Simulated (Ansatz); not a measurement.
# AsH₃+ (doublet): the correlation ladder at distance As1–H3 = 1.340 Å, cc-pVDZ

Aim: climb from Hartree-Fock through coupled cluster and multireference methods for AsH₃+ (doublet) at one geometry and basis, and see what each rung misses.

Computed with Ansatz 0.2.0, Gaussian basis. Level: cc-pVDZ, core rule «outside noble gas», up to 14 orbitals frozen.

The runs, in order: UHF; CCSD(T) on ROHF; CCSD(T) on UHF; BCCD(T) on ROHF; CISD as a restricted active space (open shells left free, so some higher excitations enter); CCSDT(Q) on ROHF; CCSDT(Q) on UHF; CCSDTQ on ROHF; CCSDTQ on UHF; CASSCF and MRCISD+Q, 3 electrons in 3 orbitals; CASSCF and NEVPT2, 3 electrons in 3 orbitals; CASSCF and MRCISD+Q, 7 electrons in 7 orbitals; CASSCF and NEVPT2, 7 electrons in 7 orbitals; Full CI.

### Step 1. The system

The geometry derives from a PBE0/def2-TZVP stationary point (not a proven minimum). One bond is set to the value named and the two fragments are kept rigid. No spin-orbit coupling is included. The filled d shell of As may be among the frozen orbitals whatever the setting's name suggests.

4 atoms, charge 1, spin multiplicity 2.

Atoms are counted from 1 here; the program's logs count them from 0.

Bond lengths: As1–H2 1.497 Å, As1–H3 1.340 Å, As1–H4 1.497 Å. Angles: H2–As1–H3 112.5°, H2–As1–H4 112.5°, H3–As1–H4 112.5°.

### Step 2. UHF

Input file in.yaml:

```yaml
crystal:
  periodic: [false, false, false]
  atoms:
    - {symbol: As, position_ang: [-0.000938, 0.001666, -0.015629]}
    - {symbol: H, position_ang: [1.435174, 0.015427, 0.406493]}
    - {symbol: H, position_ang: [-0.655990, 1.110377, 0.354866]}
    - {symbol: H, position_ang: [-0.709464, -1.249627, 0.400363]}
basis:
  gaussian: {orbitals: cc-pVDZ}
total_charge: 1
magnetization: {spin_polarized: true, initial_magnetization: 1}
hamiltonian: {xc: hf}
output: {orbitals: {seedname: orbitals}}
```

Run with:

```bash
> ansatz run in.yaml --threads 1 --pin off --events-out ev --progress --plain --max-ram 2816MiB --backend cpu
```

Further steps of the session: CCSD(T) on ROHF; CCSD(T) on UHF; BCCD(T) on ROHF; CISD as a restricted active space (open shells left free, so some higher excitations enter); CCSDT(Q) on ROHF; CCSDT(Q) on UHF; CCSDTQ on ROHF; CCSDTQ on UHF; CASSCF and MRCISD+Q, 3 electrons in 3 orbitals; CASSCF and NEVPT2, 3 electrons in 3 orbitals; CASSCF and MRCISD+Q, 7 electrons in 7 orbitals; CASSCF and NEVPT2, 7 electrons in 7 orbitals; Full CI.

Before running them: what should the planned runs give, taken together? Wanted: FCI from the RHF energy; RMP2 from FCI; UMP2 from FCI; RCCSD from FCI; RCCSD(T) from FCI; UCCSD(T) from FCI; RCCSDT(Q) from FCI; UCCSDT(Q) from FCI; NEVPT2 pair from FCI.

**Answer**, as computed:

| quantity | value |
| --- | --- |
| FCI from the ROHF energy | -3.4126 eV |
| RMP2 from FCI | +17.41 kcal/mol |
| UMP2 from FCI | +17.23 kcal/mol |
| RCCSD from FCI | +1.79 kcal/mol |
| RCCSD(T) from FCI | +0.37 kcal/mol |
| UCCSD(T) from FCI | +0.28 kcal/mol |
| RCCSDT(Q) from FCI | 0.00 kcal/mol |
| UCCSDT(Q) from FCI | -0.09 kcal/mol |
| NEVPT2 pair from FCI | +16.76 kcal/mol |
| MRCISD+Q pair from FCI | -0.25 kcal/mol |
| NEVPT2 valence from FCI | +13.08 kcal/mol |
| levels within 1 kcal/mol (43 meV) | RCCSD(T), UCCSD(T), BCCD(T), RCCSDT, UCCSDT, RCCSDT(Q), UCCSDT(Q), RCCSDTQ, UCCSDTQ, MRCISD+Q pair, MRCISD+Q valence |
| T1 diagnostic | 0.015 |
| effectively unpaired electrons | 1.03 |

What this shows: RCCSD(T) lands +0.37 kcal/mol from the yardstick (0.5 % of the correlation energy). UCCSDT, UCCSDT(Q), UCCSDTQ, MRCISD+Q pair fall below full CI: unrestricted runs freeze a spin-polarised core, another one than full CI's, and coupled cluster isn't variational. One determinant dominates. Of the multireference levels listed MRCISD+Q valence comes nearest in total energy (+0.10 kcal/mol), which doesn't show that its space is the better one. These misses are within one basis, not against nature; the frozen cores of restricted and unrestricted runs differ, which can shift their rows.

Levels on UHF freeze UHF's core orbitals, full CI those of ROHF, so the U rows can settle a little off it for that reason alone.

With open shells the CI space here admits some higher excitations, so it is larger than plain CISD.
